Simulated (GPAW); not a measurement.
Runs of GPAW 26.7.0 on HPbNO4. The typed cell holds 7 atoms: a = 3.858 Å, b = 5.535 Å, c = 6.055 Å, α = 106.62°, β = 93.97°, γ = 90.45°. The cell was built by a generator and needn't be a form met in nature.

| task | level | cell | k mesh | ranks | gap on the mesh (eV) | pressure (GPa) | largest force (eV/Å) |
| --- | --- | --- | --- | --- | --- | --- | --- |
| single point | PBE | as given | 7 × 5 × 5 | 8 | 3.15 | -0.3 | 0.13 |
| single point | PBE+D3(BJ) | as given | 4 × 3 × 3 | - | 3.22 | -0.8 | (a) |
| electron localisation function | PBE | as given | 7 × 5 × 5 | 8 | 3.15 | -0.3 | 0.13 |
| single point | PBE | atoms moved at random, drawn with an rms of 0.05 Å | 7 × 5 × 5 | 8 | 3.22 | 0.3 | 3.67 |

Alike in all rows: potentials or basis GPAW PAW data sets (gpaw-data 1.2.1), pw; no spin polarisation; cutoff (eV) 800; smearing fermi-dirac 0.05 eV.

Question: Fill in the values left out.

Answer: (a) 0.12.

Caveats: spin-orbit coupling is left out, which as a rule narrows the gap of such compounds by several tenths of an eV; an odd mesh through Γ misses points on the zone boundary, where band edges often lie.

A k mesh can miss the band edges, and the runs leave out spin-orbit coupling on Pb.
